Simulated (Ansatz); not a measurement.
# Si2NH5F (SMILES N[Si](F)[SiH3]) at 6 levels

We compute a comparison of 6 runs (UHF/3-21G, U-r2SCAN/def2-SVP, U-wB97X/def2-SVP, UBHLYP/def2-SVP, UPBE0/def2-SVP, UCCSD/def2-SVP) of Si2NH5F. 

Program for the calculation: Ansatz 0.2.0.

65 further runs of the same task are left out: 65 set aside as unsound or not needed.

**1. The system as given**

The species is Si2NH5F (9 atoms), meant as a doublet with charge 0. SMILES: `N[Si](F)[SiH3]`. The Si2–Si4 distance was set to 5.161 Å, away from the relaxed value. At this shape a bond of the SMILES string is far longer than usual.

Bond lengths: N1–Si2 1.703 Å, Si2–F3 1.616 Å, N1–H5 1.007 Å, N1–H6 1.008 Å, Si4–H7 1.485 Å, Si4–H8 1.492 Å, Si4–H9 1.486 Å. Angles: N1–Si2–F3 112.7°, Si2–N1–H5 122.8°, Si2–N1–H6 123.0°, H5–N1–H6 112.1°, H7–Si4–H8 108.9°, H7–Si4–H9 109.3°, H8–Si4–H9 108.5°.

**2. The energy at UHF/3-21G (run 1)**

The input, molecule.yaml:

```yaml
crystal:
  periodic: [false, false, false]
  atoms:
    - {symbol: N, position_ang: [-2.983180, 2.045627, -2.540259]}
    - {symbol: Si, position_ang: [-2.854080, 0.350327, -2.434759]}
    - {symbol: F, position_ang: [-2.501680, -0.337973, -3.853859]}
    - {symbol: Si, position_ang: [0.823900, -0.883000, 0.969100]}
    - {symbol: H, position_ang: [-3.748480, 2.506427, -3.004059]}
    - {symbol: H, position_ang: [-2.204380, 2.665927, -2.385459]}
    - {symbol: H, position_ang: [1.132000, -2.331800, 0.856500]}
    - {symbol: H, position_ang: [2.078500, -0.103500, 0.756900]}
    - {symbol: H, position_ang: [0.315000, -0.594800, 2.335600]}
basis:
  gaussian: {orbitals: 3-21G.json}
total_charge: 0
magnetization: {spin_polarized: true, initial_magnetization: 1}
hamiltonian: {xc: hf}
accuracy: high
output: {orbitals: {seedname: orbitals}}
```

The basis set 3-21G is read from a file made from the Basis Set Exchange's data (not shown).

Launch:

```bash
ansatz run molecule.yaml --threads 1 --pin off --max-ram 3480MiB --events-out events.jsonl --progress --plain --runs-dir runs
```

Output:

```text
Warning: RAYON_NUM_THREADS=1 ignored (pool sized by the plan → 1); use --threads N
Functional definition: HF
  name "HF"
  exchange = exact_x
  correlation = 0
1164 factors; integrals over basis functions are off by at most 4.5e-8 eV
mean field evaluation 1: about -19881.8899 eV, gradient 2.4e1 eV
mean field evaluation 2: about -19881.8952 eV, gradient 2.4e1 eV
mean field evaluation 4: about -19884.2509 eV, gradient 1.4e0 eV
mean field evaluation 8: about -19884.2838 eV, gradient 1.3e-1 eV
mean field evaluation 16: about -19884.2837 eV, gradient 1.3e-2 eV
mean field evaluation 32: about -19884.2106 eV, gradient 8.7e-1 eV
mean field evaluation 64: about -19884.2833 eV, gradient 7.6e-3 eV
mean field evaluation 96: about -19884.2843 eV, gradient 2.5e-2 eV
mean field -19884.28739670 eV, -730.7340837745 hartree, gradient 5.6e-8 eV, S^2 0.813280; 1 other end points of the search recorded, 0 dependent functions left out
reference -19884.28739670 eV, -730.7340837745 hartree; 25, 24 occupied and 29, 30 virtual orbitals, 1164 factors
Total energy: -19884.28739670 eV, -730.7340837745 hartree
```

Run time: 2.1 s. Hardware: 1 thread of Arm Neoverse V2, shared host; peak memory 0.15 GiB.

**3. The energy at U-r2SCAN/def2-SVP (run 2)**

The input, molecule.yaml:

```yaml
crystal:
  periodic: [false, false, false]
  atoms:
    - symbol: N
      position_ang: [-2.983180, 2.045627, -2.540259]
    - symbol: Si
      position_ang: [-2.854080, 0.350327, -2.434759]
    - symbol: F
      position_ang: [-2.501680, -0.337973, -3.853859]
    - symbol: Si
      position_ang: [0.823900, -0.883000, 0.969100]
    - symbol: H
      position_ang: [-3.748480, 2.506427, -3.004059]
    - symbol: H
      position_ang: [-2.204380, 2.665927, -2.385459]
    - symbol: H
      position_ang: [1.132000, -2.331800, 0.856500]
    - symbol: H
      position_ang: [2.078500, -0.103500, 0.756900]
    - symbol: H
      position_ang: [0.315000, -0.594800, 2.335600]
basis:
  gaussian: {orbitals: def2-SVP}
magnetization: {spin_polarized: true, initial_magnetization: 1}
hamiltonian: {xc: {name: r2SCAN}}
accuracy: high
output: {orbitals: {seedname: orbitals}}
```

Launch:

```bash
ansatz run molecule.yaml --threads 1 --pin off --max-ram 3480MiB --events-out events.jsonl --progress --plain --runs-dir runs
```

Output:

```text
Warning: RAYON_NUM_THREADS=1 ignored (pool sized by the plan → 1); use --threads N
Functional definition: r2SCAN
  name "r2SCAN"
  parameter k0 = 0.174
  parameter k1 = 0.065
  parameter a1 = 4.9479
  exchange = r2scan_x(k0 = k0, k1 = k1, a1 = a1)
  correlation = r2scan_c
1799 factors; integrals over basis functions are off by at most 8.8e-8 eV
mean field evaluation 1: about -20022.6684 eV, gradient 4.5e1 eV
mean field evaluation 2: about -19977.8831 eV, gradient 8.4e1 eV
mean field evaluation 4: about -20021.8994 eV, gradient 2.0e1 eV
mean field evaluation 8: about -20030.4451 eV, gradient 8.6e-3 eV
mean field evaluation 16: about -20029.5830 eV, gradient 4.0e0 eV
mean field -20030.44509428 eV, -736.1052800914 hartree, gradient 1.9e-8 eV, S^2 0.759428; 2 other end points of the search recorded, 0 dependent functions left out
reference -20030.44509736 eV, -736.1052802045 hartree; 25, 24 occupied and 64, 65 virtual orbitals, 1799 factors
Total energy: -20030.44509736 eV, -736.1052802045 hartree
```

It took 25 s on 1 thread of Arm Neoverse V2, shared host; peak memory 0.43 GiB.

Run 3 isn't shown in full; the table further down has it.

**4. The energy at UBHLYP/def2-SVP (run 4)**

The input, run.yaml:

```yaml
crystal:
  periodic: [false, false, false]
  atoms:
    - {symbol: "N", position_ang: [-2.983180, 2.045627, -2.540259]}
    - {symbol: Si, position_ang: [-2.854080, 0.350327, -2.434759]}
    - {symbol: F, position_ang: [-2.501680, -0.337973, -3.853859]}
    - {symbol: Si, position_ang: [0.823900, -0.883000, 0.969100]}
    - {symbol: H, position_ang: [-3.748480, 2.506427, -3.004059]}
    - {symbol: H, position_ang: [-2.204380, 2.665927, -2.385459]}
    - {symbol: H, position_ang: [1.132000, -2.331800, 0.856500]}
    - {symbol: H, position_ang: [2.078500, -0.103500, 0.756900]}
    - {symbol: H, position_ang: [0.315000, -0.594800, 2.335600]}
basis:
  gaussian: {orbitals: def2-SVP}
magnetization: {spin_polarized: true, initial_magnetization: 1}
hamiltonian: {xc: {name: BHLYP}}
accuracy: high
output: {orbitals: {seedname: orbitals}}
```

Launch:

```bash
ansatz run run.yaml --threads 1 --pin off --max-ram 3480MiB --events-out events.jsonl --progress --plain --runs-dir runs
```

Output:

```text
Warning: RAYON_NUM_THREADS=1 ignored (pool sized by the plan → 1); use --threads N
Functional definition: BHLYP
  name "BHLYP"
  parameter a = 0.5
  exchange = (1 - a)*b88_x + a*exact_x
  correlation = lyp_c
1799 factors; integrals over basis functions are off by at most 8.8e-8 eV
mean field evaluation 1: about -20027.0498 eV, gradient 3.6e1 eV
mean field evaluation 2: about -20026.4118 eV, gradient 3.9e1 eV
mean field evaluation 4: about -20032.0773 eV, gradient 7.4e-1 eV
mean field evaluation 8: about -20032.1320 eV, gradient 6.4e-2 eV
mean field evaluation 16: about -20032.1321 eV, gradient 4.2e-3 eV
mean field evaluation 32: about -20032.1322 eV, gradient 9.9e-8 eV
mean field -20032.13215104 eV, -736.1672782838 hartree, gradient 9.9e-8 eV, S^2 0.752461; 2 other end points of the search recorded, 0 dependent functions left out
reference -20032.13218566 eV, -736.1672795560 hartree; 25, 24 occupied and 64, 65 virtual orbitals, 1799 factors
Total energy: -20032.13218566 eV, -736.1672795560 hartree
```

Wall time 16 s (1 thread of Arm Neoverse V2, shared host); peak memory 0.4 GiB.

Run 5 isn't shown in full; the table further down has it.

**5. The energy at UCCSD/def2-SVP (run 6)**

The input, molecule.yaml:

```yaml
basis:
  gaussian: {orbitals: def2-SVP}
crystal:
  periodic: [false, false, false]
  atoms:
    - {symbol: "N", position_ang: [-2.983180, 2.045627, -2.540259]}
    - {symbol: Si, position_ang: [-2.854080, 0.350327, -2.434759]}
    - {symbol: F, position_ang: [-2.501680, -0.337973, -3.853859]}
    - {symbol: Si, position_ang: [0.823900, -0.883000, 0.969100]}
    - {symbol: H, position_ang: [-3.748480, 2.506427, -3.004059]}
    - {symbol: H, position_ang: [-2.204380, 2.665927, -2.385459]}
    - {symbol: H, position_ang: [1.132000, -2.331800, 0.856500]}
    - {symbol: H, position_ang: [2.078500, -0.103500, 0.756900]}
    - {symbol: H, position_ang: [0.315000, -0.594800, 2.335600]}
magnetization: {spin_polarized: true, initial_magnetization: 1}
correlation: {method: ccsd, frozen_orbitals: {F: 1, H: 0, "N": 1, Si: 5}}
accuracy: high
scf: {omitted_lower_state_checks: [cluster_reference, increment]}
```

Launch:

```bash
ansatz run molecule.yaml --threads 1 --pin off --max-ram 3480MiB --events-out events.jsonl --progress --plain --runs-dir runs
```

Output:

```text
Warning: RAYON_NUM_THREADS=1 ignored (pool sized by the plan → 1); use --threads N
[... 13 lines left out ...]
12 core orbitals not correlated: weight in the atoms' cores, before any rotation towards them, 1.000 or more for the frozen orbitals, at most 0.000 for the correlated occupied ones
[... 31 lines left out ...]
Total energy: -19997.94428968 eV, -734.9108975524 hartree
Checks for a lower state left out: cluster_reference, increment
```

Wall time 57 s (1 thread of Arm Neoverse V2, shared host); peak memory 0.88 GiB.

**6. All runs side by side**

| run | level | frozen core orbitals | energy (Eh) | HOMO energy (eV) | LUMO energy (eV) | ⟨S²⟩ | wall time |
| --- | --- | --- | --- | --- | --- | --- | --- |
| 1 | UHF/3-21G | – | -730.734084 | -8.95 | 0.81 | 0.813 | 2.1 s |
| 2 | U-r2SCAN/def2-SVP | – | -736.105280 | -5.48 | -3.07 | 0.759 | 25 s |
| 3 | U-wB97X/def2-SVP | – | -736.182599 | -8.55 | -1.55 | 0.753 | 53 s |
| 4 | UBHLYP/def2-SVP | – | -736.167280 | -7.30 | -1.82 | 0.752 | 16 s |
| 5 | UPBE0/def2-SVP | – | -735.828234 | -6.35 | -2.63 | 0.753 | 19 s |
| 6 | UCCSD/def2-SVP | 12 | -734.910898 | – | – | 1.038 | 57 s |

**7. Outcome**

| quantity | value |
| --- | --- |
| run 6: total energy | -734.91090 Eh |
| run 6: correlation energy (12 core orbitals frozen) | -576.7 mEh |
| run 6: ⟨S²⟩ of the reference determinant | 1.038 |
| run 6: T1 diagnostic | 0.045 |

**Reading.** Totals of different functionals can't be ranked against each other. Spin contamination of the reference: run 6 ⟨S²⟩ = 1.04. All runs together took 2.9 min, the longest 57 s.
